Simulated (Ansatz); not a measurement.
**C6H3ClHf: small, medium and large basis sets**

An exercise on one series of results from a longer session: the logs are not shown, and one member is left open.

Method: one geometry, several basis sets; program: Ansatz 0.2.0, Gaussian basis.

Plan: PBE0-D4/def2-SVP; ωB97M-V/def2-SVP; PBE0-D4/def2-QZVPP; ωB97M-V/def2-QZVPP; the functionals' def2-TZVPP values are taken from earlier runs.

2 further runs of the same task are left out: 2 for a known fault of the program. Runs told in other sessions of the task aren't counted.

### Structure used throughout

All runs share one geometry, relaxed beforehand with PBE0-D4 in a triple-zeta def2 set. Hf takes the def2 core potential; no spin-orbit term is included.

11 atoms, charge 0, spin multiplicity 1.

Atoms are counted from 1 here; the program's logs count them from 0.

Bond lengths: C1–C2 1.216 Å, C1–H9 1.067 Å, C2–Hf3 2.163 Å, Hf3–Cl4 2.328 Å, Hf3–C5 2.163 Å, Hf3–C7 2.163 Å, C5–C6 1.216 Å, C6–H10 1.067 Å, C7–C8 1.216 Å, C8–H11 1.067 Å. Angles: C2–C1–H9 180.0°, C1–C2–Hf3 179.2°, C2–Hf3–Cl4 110.1°, C2–Hf3–C5 108.9°, C2–Hf3–C7 108.9°, Cl4–Hf3–C5 110.0°, Cl4–Hf3–C7 110.0°, C5–Hf3–C7 108.9°, Hf3–C5–C6 179.2°, C5–C6–H10 180.0°, Hf3–C7–C8 179.2°, C7–C8–H11 180.0°.

The first run:

Contents of in.yaml:

```yaml
crystal:
  periodic: [false, false, false]
  atoms:
    - {symbol: C, position_ang: [2.759827, -0.892624, -1.347522]}
    - {symbol: C, position_ang: [1.841817, -0.314723, -0.798938]}
    - {symbol: Hf, position_ang: [0.191062, 0.687549, 0.174782]}
    - {symbol: Cl, position_ang: [0.795126, 2.866721, 0.729503]}
    - {symbol: C, position_ang: [-0.340622, -0.411439, 1.960017]}
    - {symbol: C, position_ang: [-0.642800, -1.042906, 2.953791]}
    - {symbol: C, position_ang: [-1.505658, 0.707687, -1.166231]}
    - {symbol: C, position_ang: [-2.459286, 0.702163, -1.920032]}
    - {symbol: H, position_ang: [3.565527, -1.400777, -1.829344]}
    - {symbol: H, position_ang: [-0.908304, -1.598121, 3.826005]}
    - {symbol: H, position_ang: [-3.296698, 0.696461, -2.582022]}
basis:
  gaussian: {orbitals: def2-SVP}
hamiltonian: {xc: pbe0, dispersion: d4}
output: {orbitals: {seedname: orbitals}}
```

Launch:

```bash
$ ansatz run in.yaml --threads 4 --pin off --events-out ev --progress --plain --max-ram 11315MiB
```

Among the steps run: PBE0-D4 in def2-SVP; ωB97M-V in def2-SVP; PBE0-D4 in def2-QZVPP; ωB97M-V in def2-QZVPP.

One table of the session follows, with a row left open; its other results are not shown here.

It belongs to the step «Functionals by basis». 

| functional | basis | HOMO (eV) | LUMO (eV) |
| --- | --- | --- | --- |
| PBE0-D4 | def2-SVP | -8.28 | -2.42 |
| PBE0-D4 | def2-TZVPP | -8.29 | -2.43 |
| PBE0-D4 | def2-QZVPP | -8.30 | -2.45 |
| ωB97M-V | def2-SVP | -10.46 | -0.40 |
| ωB97M-V | def2-TZVPP | ? | ? |
| ωB97M-V | def2-QZVPP | -10.50 | -0.47 |

**Question.** Estimate the row for ωB97M-V, def2-TZVPP.

As computed: HOMO (eV): -10.49; LUMO (eV): -0.43. In the column «HOMO (eV)» it lies between ωB97M-V, def2-QZVPP (-10.50) and ωB97M-V, def2-SVP (-10.46).
